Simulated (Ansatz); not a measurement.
I need a convergence test of the plane-wave cutoff of SnO₂, space group Pnnm. Use Ansatz 0.2.0, Python API. Level of theory (first run): LDA, PAW, cutoff 250 eV, 4×4×6 k-points, fixed occupations. The script varies cutoff (eV): 250, 300, 350, 400, 450.

```yaml
crystal:
  lattice:
    - [4.78800, 0.00000, 0.00000]
    - [0.00000, 4.86658, 0.00000]
    - [0.00000, 0.00000, 3.24090]
  atoms:
    - { symbol: Sn, position: [0.50000, 0.50000, 0.50000] }
    - { symbol: Sn, position: [0.00000, 0.00000, 0.00000] }
    - { symbol: O, position: [0.29185, 0.32104, 0.00000] }
    - { symbol: O, position: [0.79185, 0.17896, 0.50000] }
    - { symbol: O, position: [0.20814, 0.82104, 0.50000] }
    - { symbol: O, position: [0.70815, 0.67896, 0.00000] }
```

`sno2.py`:
```python
# -*- coding: utf-8 -*-
'''Cutoff test for SnO2.'''

import warnings

import ansatz as az
from tabulate import tabulate

XC = 'lda'
MESH = (4, 4, 6)
FILLING = 'fixed'


def main():
    warnings.simplefilter('ignore', az.DeckWarning)

    sno2 = (
        az.Lattice.from_parameters(4.788004, 4.866582, 3.240898, alpha=90.0, beta=90.0, gamma=90.0)
        .atom('Sn', [0.5, 0.5, 0.5])
        .atom('Sn', [0.0, 0.0, 0.0])
        .atom('O', [0.291855, 0.321042, 0.0])
        .atom('O', [0.791855, 0.178958, 0.5])
        .atom('O', [0.208145, 0.821042, 0.5])
        .atom('O', [0.708145, 0.678958, 0.0])
    )

    calculation = (
        sno2.calculation()
        .functional(XC)
        .kpoints(*MESH)  # sampling of the Brillouin zone
        .occupations(FILLING)  # whole-number filling, right only where there is a gap
        .band_table()  # levels at the mesh points
    )

    rows = []
    for value in [250, 300, 350, 400, 450]:
        r = calculation.basis(value).run().report
        rows.append((value, r['free_energy_ev'] / len(r['lattice']['sites']), r['n_iterations'], r['gap_by_band_count_ev'], r['n_pw']))

    print(tabulate(rows, headers=['cutoff (eV)', 'F/atom (eV)', 'iterations', 'gap by band count (eV)', 'plane waves'], floatfmt='.4f', tablefmt='github'))

    # differences from the last row
    for row in rows[:-1]:
        shift = 1000 * (row[1] - rows[-1][1])
        print(f'{row[0]}: {shift:+.2f} meV/atom' + ('  (within 1 meV)' if abs(shift) < 1 else ''))


if __name__ == '__main__':
    main()
```

`python sno2.py` gives:
```text
|   cutoff (eV) |   F/atom (eV) |   iterations |   gap by band count (eV) |   plane waves |
|---------------|---------------|--------------|--------------------------|---------------|
|           250 |    -2328.5668 |            7 |                   0.5373 |           685 |
|           300 |    -2329.6864 |            7 |                   0.6459 |           913 |
|           350 |    -2329.9589 |            7 |                   0.6738 |          1121 |
|           400 |    -2330.0224 |            7 |                   0.6815 |          1403 |
|           450 |    -2330.0364 |            7 |                   0.6830 |          1635 |
250: +1469.63 meV/atom
300: +349.98 meV/atom
350: +77.56 meV/atom
400: +13.98 meV/atom
```

Caveats:
- Semilocal gaps usually lie well under measured ones.
- The structure comes from a database of computed cells and needn't be a stable or known phase.
- Levels are Kohn-Sham eigenvalues on this mesh, without spin-orbit coupling.
- Shifts are counted from the last row, which is itself no proven limit.
- The script silences the warnings on its input, which a real study should read.
- By the engine's processor time: 12 s on 1 thread of Intel(R) Xeon(R) Processor @ 2.30GHz, with other jobs on the host, peak memory 0.54 GiB.
